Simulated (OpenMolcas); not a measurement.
# W⁴⁺ among point charges: CASSCF and CASPT2 levels and susceptibility

Aim: the splitting of the states of W⁴⁺ in the field of 6 point charges, its lowest levels with spin-orbit coupling and its magnetic susceptibility.

The numbers are computed with OpenMolcas 26.06 (state-averaged CASSCF and CASPT2, spin-orbit coupling by RASSI with atomic mean-field integrals), except any that are marked as measured or tabulated.

## (1) What is computed

| Quantity | Value |
| --- | --- |
| Species | W⁴⁺ (tungsten, Z = 74, 70 electrons) |
| Basis | ANO-RCC-VTZP [8s7p5d3f2g1h], 104 functions |
| Scalar Hamiltonian | DKH2, point nucleus |
| Inactive shells | 1s 2s 2p 3s 3p 3d 4s 4p 4d 4f 5s 5p |
| Active space | 2 electrons in 5 orbitals (5d) |
| Some configurations of this space | 5d² |
| Orbitals | optimised for each spin and parity, averaged over all roots |

The outer shells:

5d2
```
5d [↑ ][↑ ][  ][  ][  ]
```

The ion sits among 6 point charges of -1.7 e arranged as a tetragonal octahedron (D4h), 2.26 Å from the ion, with the axial distance 2.599 Å.

The work runs as a chain of OpenMolcas steps in one folder; each step below is one input file. Labels, J, g values, rates, χT and fits are worked out afterwards by a script from the matrices that RASSI stores. The input lists half of the charges; inversion (Group=XYZ) makes the rest.

## (2) GATEWAY and SEWARD: basis and integrals

Input file a.inp:

```
&GATEWAY
Coord
1

W 0.0 0.0 0.0
Basis=ANO-RCC-VTZP
Group=XYZ
NoMove
AngMom=0.0 0.0 0.0
AMFI
XField
3 Angstrom 0
2.260000 0.000000 0.000000 -1.700000
0.000000 2.260000 0.000000 -1.700000
0.000000 0.000000 2.599000 -1.700000
&SEWARD
```

Standard output:

```text
Basis set label: W.ANO-RCC...8S7P5D3F2G1H.

      Electronic valence basis set:
      ------------------
      Associated Effective Charge  74.000000 au
      Associated Actual Charge     74.000000 au
      Nuclear Model: Point charge

      Shell  nPrim  nBasis  Cartesian Spherical Contaminant
         s      24       8        X
         p      21       7        X
         d      15       5                 X
         f      11       3                 X
         g       4       2                 X
         h       2       1                 X
                  Relativistic Douglas-Kroll-Hess integrals:
                    - DKH order of Hamiltonian: 2
                    - DKH order of Properties : 0
                  Atomic mean-field integrals
```

## (3) CASSCF: triplets of even parity, 10 roots

Input file a.inp:

```
&RASSCF
FileOrb=start.orb
Symmetry=1
Spin=3
nActEl=2 0 0
Inactive=15 19
Ras2=5 0
CIRoot=10 10 1
SDav=10
CIMx=300
Iter=120 100
PrWF=0.3
OrbListing=Nothing
MaxOrb=0
>>> COPY $Project.JobIph JOB001
```

start.orb holds the contracted functions of the basis, ordered by shell, or the orbitals of the step before.

Standard output (excerpt; [...] marks lines left out):

```text
[...]
      Number of active orbitals                  5
[...]
      Spin quantum number                      1.0
[...]
      Active orbitals                            5   0
[...]
      Number of CSFs                            10
      Number of root(s) required                10
[...]
      Convergence after 11 iterations
[...]
      Natural orbitals and occupation numbers for root  1
      sym 1:   0.046875   0.953125  -0.000000   0.953125   0.046875
      Natural orbitals and occupation numbers for root  2
      sym 1:   0.767813   0.767813   0.232187   0.232187  -0.000000
      Natural orbitals and occupation numbers for root  3
      sym 1:   0.767813   0.232187   0.232187   0.767813   0.000000
::    RASSCF root number  1 Total energy: -16133.48708671
::    RASSCF root number  2 Total energy: -16133.47829184
::    RASSCF root number  3 Total energy: -16133.47829184
[...]
::    RASSCF root number  7 Total energy: -16133.43100432
::    RASSCF root number  8 Total energy: -16133.41324482
::    RASSCF root number  9 Total energy: -16133.41324482
::    RASSCF root number 10 Total energy: -16133.38258069
```

## (4) CASSCF: singlets of even parity, 15 roots

Input file a.inp:

```
&RASSCF
FileOrb=start.orb
Symmetry=1
Spin=1
nActEl=2 0 0
Inactive=15 19
Ras2=5 0
CIRoot=15 15 1
SDav=15
CIMx=300
Iter=120 100
PrWF=0.3
OrbListing=Nothing
MaxOrb=0
>>> COPY $Project.JobIph JOB002
```

Standard output (excerpt; [...] marks lines left out):

```text
[...]
      Number of active orbitals                  5
[...]
      Spin quantum number                      0.0
[...]
      Active orbitals                            5   0
[...]
      Number of CSFs                            15
      Number of root(s) required                15
[...]
      Convergence after  8 iterations
[...]
      Natural orbitals and occupation numbers for root  1
      sym 1:   0.207050   0.792950   0.207050   0.792950   0.000000
      Natural orbitals and occupation numbers for root  2
      sym 1:   0.063609   0.936391   0.000000   0.936391   0.063609
      Natural orbitals and occupation numbers for root  3
      sym 1:   0.167721  -0.000000   0.832279   0.832279   0.167721
::    RASSCF root number  1 Total energy: -16133.43844460
::    RASSCF root number  2 Total energy: -16133.43538849
::    RASSCF root number  3 Total energy: -16133.42058467
[...]
::    RASSCF root number 12 Total energy: -16133.37294408
::    RASSCF root number 13 Total energy: -16133.35759478
::    RASSCF root number 14 Total energy: -16133.35492792
::    RASSCF root number 15 Total energy: -16133.26539301
```

## (5) RASSI: spin-orbit coupling between the states

Input file a.inp:

```
&RASSI
NrOfJobIphs=2 10 15
1 2 3 4 5 6 7 8 9 10
1 2 3 4 5 6 7 8 9 10 11 12 13 14 15
IphNames
JOB001
JOB002
EJob
SpinOrbit
DIPRint=1.0
SOCoupling=1000.0
Subsets=2
Property=9
'ANGMOM' 1 'ANGMOM' 2 'ANGMOM' 3 'MLTPL  1' 1 'MLTPL  1' 2 'MLTPL  1' 3
'AMFI' 1 'AMFI' 2 'AMFI' 3
SOProperty=3
'ANGMOM' 1 'ANGMOM' 2 'ANGMOM' 3
```

Standard output (excerpt; [...] marks lines left out):

```text
SPIN-FREE ENERGIES:
  (Shifted by EMIN (a.u.) =     -16133.4870867106)
 SF State       Relative EMIN(au)   Rel lowest level(eV)    D:o, cm**(-1)      L_eff
     1             0.0000000000        0.0000000000              0.0000         2.9
     2             0.0087948754        0.2393207526           1930.2520         3.0
     3             0.0087948754        0.2393207526           1930.2520         3.0
     4             0.0241813173        0.6580071655           5307.1857         3.0
     5             0.0301035354        0.8191589281           6606.9623         2.9
     6             0.0301035354        0.8191589281           6606.9623         2.9
    11             0.0486421091        1.3236192181          10675.7090         2.4
    12             0.0516982243        1.4067803490          11346.4487         2.8
     7             0.0560823952        1.5260797186          12308.6630         3.0
    13             0.0665020436        1.8096127934          14595.5115         2.5
[...]
Eigenvalues of complex Hamiltonian:
   -----------------------------------
  (Shifted by EMIN (a.u.) =     -16133.4870867106)
 SO State       Relative EMIN(au)   Rel lowest level(eV)    D:o, cm**(-1)     J-value
     1            -0.0246116274        0.0000000000              0.0000         2.0
     2            -0.0191135183        0.1496111708           1206.6955         2.0
     3            -0.0191135183        0.1496111704           1206.6955         2.0
     4            -0.0179320881        0.1817595238           1465.9894         1.2
     5            -0.0108132863        0.3754719912           3028.3858         1.3
     6             0.0066943840        0.8518799701           6870.8753         2.9
     7             0.0068191594        0.8552752816           6898.2604         2.6
     8             0.0068191594        0.8552752817           6898.2604         2.6
     9             0.0131344770        1.0271238277           8284.3124         2.4
    10             0.0215290891        1.2555528603          10126.7168         2.3
    11             0.0216842532        1.2597750894          10160.7713         2.1
[...]
```

These steps: 10 s of run time, 1 thread, shared host.

Spin-free states, with their symmetry labels:

```csv
state,degeneracy,E (cm-1),free-ion L (%)
3A2,1,0,F (94)
3E,2,1930,F (100)
3B2,1,5307,F (100)
3E,2,6607,F (91)
1B2,1,10676,D (86)
1B1,1,11346,D (68)
3B1,1,12309,F (100)
1E,2,14596,D (81)
1A1,1,15300,G (50)
3E,2,16206,P (91)
1E,2,18210,G (97)
1B2,1,18798,G (86)
1A1,1,20025,G (66)
3A2,1,22936,P (94)
1E,2,23561,G (83)
1B1,1,25051,G (68)
1A2,1,28420,G (100)
1A1,1,29006,G (75)
1A1,1,48656,S (87)
```

With spin-orbit coupling:

```csv
E (cm-1),Degeneracy,Label,2S+1,g
0.0,1,A1,3,
1207,2,E,3,0.00 0.00 2.27
1466,1,B1,3,
3028,1,B2,3,
6871,1,A2,3,
6898,2,E,3,0.00 0.00 0.28
8284,1,B2,3,
10127,1,B1,3,
10161,2,E,3,0.00 0.00 3.80
10259,1,A1,3,
12634,2,E,3,0.00 0.00 0.05
13172,1,B1,3,
14073,1,A1,3,
14505,1,A2,3,
16312,1,B1,1,
16825,1,B2,1,
17859,2,E,3,0.00 0.00 0.58
18116,1,A1,3,
18864,1,B2,3,
18910,2,E,3,0.00 0.00 3.91
20579,1,A2,3,
20858,1,A1,1,
23264,1,B2,3,
23272,2,E,3,0.00 0.00 1.44
```

Principal g values are given for doublets only; a zero marks a field direction without first-order Zeeman splitting.

Powder χT (cm³ K/mol): 0.00 at 2 K, 0.00 at 5 K, 0.00 at 10 K, 0.00 at 20 K, 0.01 at 50 K, 0.02 at 100 K, 0.03 at 150 K, 0.04 at 200 K, 0.05 at 250 K, 0.06 at 300 K.

Orbitals of the lowest block (energies include the constant potential of the surroundings):

```csv
shell,space,energy (hartree),mean occupation,⟨r²⟩ (bohr²)
1s,inactive,-2562.9487,2.000,0.000431
2s,inactive,-447.2944,2.000,0.00704
2p,inactive,-392.6339,6.000,0.00582
3s,inactive,-104.7914,2.000,0.0460
3p,inactive,-88.2025,6.000,0.0466
3d,inactive,-68.3290,10.000,0.0390
4s,inactive,-22.2719,2.000,0.229
4p,inactive,-16.7010,6.000,0.259
4d,inactive,-9.3496,10.000,0.304
4f,inactive,-1.1678,14.000,0.441
5s,inactive,-2.7414,2.000,1.30
5p,inactive,-1.2121,6.000,1.70
5d,RAS2,,2.000,3.24
```

## (6) CASPT2: IPEA 0.25, imaginary shift 0.1 (closed shells correlated: 4f 5s 5p)

Input file a.inp:

```
>>> COPY JOB001 $Project.JobIph
&CASPT2
Multistate=10 1 2 3 4 5 6 7 8 9 10
NoMult
Frozen=14 9
IPEA=0.25
Imaginary=0.1
MaxIter=60
WThr=0.0 0.3 0.05
PrWF=0.5
NoMix
>>> COPY JOB002 $Project.JobIph
&CASPT2
Multistate=15 1 2 3 4 5 6 7 8 9 10 11 12 13 14 15
NoMult
Frozen=14 9
IPEA=0.25
Imaginary=0.1
MaxIter=60
WThr=0.0 0.3 0.05
PrWF=0.5
NoMix
```

Standard output:

```text
Orbital specifications:
      -----------------------

      Symmetry species                           1   2
                                                ag  au
      Frozen orbitals                           14   9
      Inactive orbitals                          1  10
      Active orbitals                            5   0
      Secondary orbitals                        31  34
      Deleted orbitals                           0   0
      Number of basis functions                 51  53
Type of calculation                        SS-CASPT2
      Fock operator                              state-specific
      IPEA shift                                 0.25
      Real shift                                 0.00
      Imaginary shift                            0.10
      The input orbitals will be transformed to quasi-canonical
Reference energy:      -16133.4870867106
      E2 (Non-variational):      -1.0711542043
      Shift correction:          -0.0001238192
      E2 (Variational):          -1.0712780235
      Total energy:          -16134.5583647341
      Residual norm:              0.0000005074
      Reference weight:           0.91451
      Contributions to the CASPT2 correlation energy
      Active & Virtual Only:         -0.0041158892
      One Inactive Excited:          -0.1178466264
      Two Inactive Excited:          -0.9491916886
Reference energy:      -16133.4782918351
      E2 (Non-variational):      -1.0725145718
      Shift correction:          -0.0001267947
      E2 (Variational):          -1.0726413664
      Total energy:          -16134.5509332016
      Residual norm:              0.0000007632
      Reference weight:           0.91398
      Contributions to the CASPT2 correlation energy
      Active & Virtual Only:         -0.0040969384
      One Inactive Excited:          -0.1190689347
      Two Inactive Excited:          -0.9493486987
::    CASPT2 Root  1     Total energy: -16134.55836473
::    CASPT2 Root  2     Total energy: -16134.55093320
::    CASPT2 Root  3     Total energy: -16134.55093320
::    CASPT2 Root  4     Total energy: -16134.53381178
::    CASPT2 Root  5     Total energy: -16134.53022633
::    CASPT2 Root  6     Total energy: -16134.53022634
::    CASPT2 Root  7     Total energy: -16134.50249003
::    CASPT2 Root  8     Total energy: -16134.49303180
::    CASPT2 Root  9     Total energy: -16134.49303178
::    CASPT2 Root 10     Total energy: -16134.46161974
Orbital specifications:
      -----------------------

      Symmetry species                           1   2
                                                ag  au
      Frozen orbitals                           14   9
      Inactive orbitals                          1  10
      Active orbitals                            5   0
      Secondary orbitals                        31  34
      Deleted orbitals                           0   0
      Number of basis functions                 51  53
Type of calculation                        SS-CASPT2
      Fock operator                              state-specific
      IPEA shift                                 0.25
      Real shift                                 0.00
      Imaginary shift                            0.10
      The input orbitals will be transformed to quasi-canonical
Reference energy:      -16133.4384446015
      E2 (Non-variational):      -1.0826680020
      Shift correction:          -0.0002582012
      E2 (Variational):          -1.0829262032
      Total energy:          -16134.5213708047
      Residual norm:              0.0000000657
      Reference weight:           0.90723
      Contributions to the CASPT2 correlation energy
      Active & Virtual Only:         -0.0136839229
      One Inactive Excited:          -0.1160551110
      Two Inactive Excited:          -0.9529289682
Reference energy:      -16133.4353884863
      E2 (Non-variational):      -1.0805390384
      Shift correction:          -0.0001704369
      E2 (Variational):          -1.0807094753
      Total energy:          -16134.5160979616
      Residual norm:              0.0000000377
      Reference weight:           0.91039
      Contributions to the CASPT2 correlation energy
      Active & Virtual Only:         -0.0119955937
      One Inactive Excited:          -0.1164560866
      Two Inactive Excited:          -0.9520873582
::    CASPT2 Root  1     Total energy: -16134.52137080
::    CASPT2 Root  2     Total energy: -16134.51609796
::    CASPT2 Root  3     Total energy: -16134.50481208
::    CASPT2 Root  4     Total energy: -16134.50481207
::    CASPT2 Root  5     Total energy: -16134.50061118
::    CASPT2 Root  6     Total energy: -16134.48558014
::    CASPT2 Root  7     Total energy: -16134.48558016
::    CASPT2 Root  8     Total energy: -16134.48327683
::    CASPT2 Root  9     Total energy: -16134.47740123
::    CASPT2 Root 10     Total energy: -16134.46164211
::    CASPT2 Root 11     Total energy: -16134.46164212
::    CASPT2 Root 12     Total energy: -16134.45426908
::    CASPT2 Root 13     Total energy: -16134.43779841
::    CASPT2 Root 14     Total energy: -16134.44015831
::    CASPT2 Root 15     Total energy: -16134.36366817
```

Time for this run: 19 s (1 thread, shared host).

SS-CASPT2: lowest energy less the reference's lowest, -1.0713 hartree; reference weights 0.904 to 0.915.

Spin-free states, with their symmetry labels:

```csv
state,degeneracy,E (cm-1),free-ion L (%)
3A2,1,0,F (94)
3E,2,1631,F (100)
3B2,1,5389,F (100)
3E,2,6176,F (91)
1B2,1,8119,D (86)
1B1,1,9276,D (68)
1E,2,11753,D (81)
3B1,1,12263,F (100)
1A1,1,12675,G (50)
3E,2,14339,P (91)
1E,2,15974,G (97)
1B2,1,16480,G (86)
1A1,1,17769,G (66)
1E,2,21228,G (83)
3A2,1,21233,P (94)
1B1,1,22846,G (68)
1A1,1,25943,G (75)
1A2,1,26461,G (100)
1A1,1,42731,S (87)
```

With spin-orbit coupling:

| E (cm-1) | Degeneracy | Label | 2S+1 | g |
| --- | --- | --- | --- | --- |
| 0 | 1 | A1 | 3 |  |
| 1180 | 2 | E | 3 | 0.00 0.00 2.22 |
| 1300 | 1 | B1 | 3 |  |
| 2630 | 1 | B2 | 3 |  |
| 6810 | 1 | A2 | 3 |  |
| 7070 | 2 | E | 3 | 0.00 0.00 0.29 |
| 7990 | 1 | B2 | 3 |  |
| 10050 | 2 | E | 3 | 0.00 0.00 3.75 |
| 10080 | 1 | B1 | 3 |  |
| 10200 | 1 | A1 | 3 |  |
| 12520 | 2 | E | 3 | 0.00 0.00 0.15 |
| 12840 | 1 | B1 | 3 |  |
| 13480 | 1 | A1 | 3 |  |
| 14240 | 1 | A2 | 3 |  |
| 15110 | 1 | B1 | 3 |  |
| 15330 | 1 | B2 | 1 |  |
| 16220 | 2 | E | 3 | 0.00 0.00 0.91 |
| 16480 | 1 | A1 | 3 |  |
| 18180 | 1 | B2 | 3 |  |
| 18360 | 2 | E | 3 | 0.00 0.00 5.13 |
| 18970 | 1 | A1 | 3 |  |
| 19050 | 1 | A2 | 3 |  |
| 21550 | 2 | E | 3 | 0.00 0.00 1.22 |
| 21760 | 1 | B2 | 3 |  |

Powder χT (cm³ K/mol): 0.00 at 2 K, 0.00 at 5 K, 0.00 at 10 K, 0.00 at 20 K, 0.01 at 50 K, 0.02 at 100 K, 0.03 at 150 K, 0.04 at 200 K, 0.06 at 250 K, 0.07 at 300 K.

## (7) The methods side by side

A. CASSCF
B. SS-CASPT2, IPEA 0.25, imaginary shift 0.1 (closed shells correlated: 4f 5s 5p)

```csv
method,ground state,first state of that spin (cm-1),first gap with spin-orbit (cm-1),χT at 300 K
A,3A2,3E 1930,1206.7,0.06
B,3A2,3E 1631,1175.8,0.07
```

## (8) Outcome

| quantity | value |
| --- | --- |
| method | SS-CASPT2, IPEA 0.25, imaginary shift 0.1 (closed shells correlated: 4f 5s 5p) |
| spin-free ground state | 3A2, 1-fold in its orbital part |
| first state of the same spin within the active space | 3E at 1630 cm⁻¹ |
| lowest level | 1-fold A1 |
| next level | 1175.8 cm⁻¹ |
| χT at 300 K | 0.07 cm³ K/mol |
| effective moment at 300 K | 0.73 μB |

Cost by method:

```csv
method,time of its own steps,time with the reference
A. CASSCF,10 s,10 s
"B. SS-CASPT2, IPEA 0.25, imaginary shift 0.1, +4f 5s 5p",19 s,29 s
```

Times are of one thread on a shared host.

What this shows: The spin-free ground state (3A2) comes to 94 % from free-ion F terms and keeps the highest spin of the shell. χT at 300 K is 0.07, against 1.00 cm³ K/mol for the spin alone, so spin-orbit coupling lowers it. The field of point charges can differ much from that of real complexes. Point charges carry no covalency, so the field is a model and not that of real ligands.
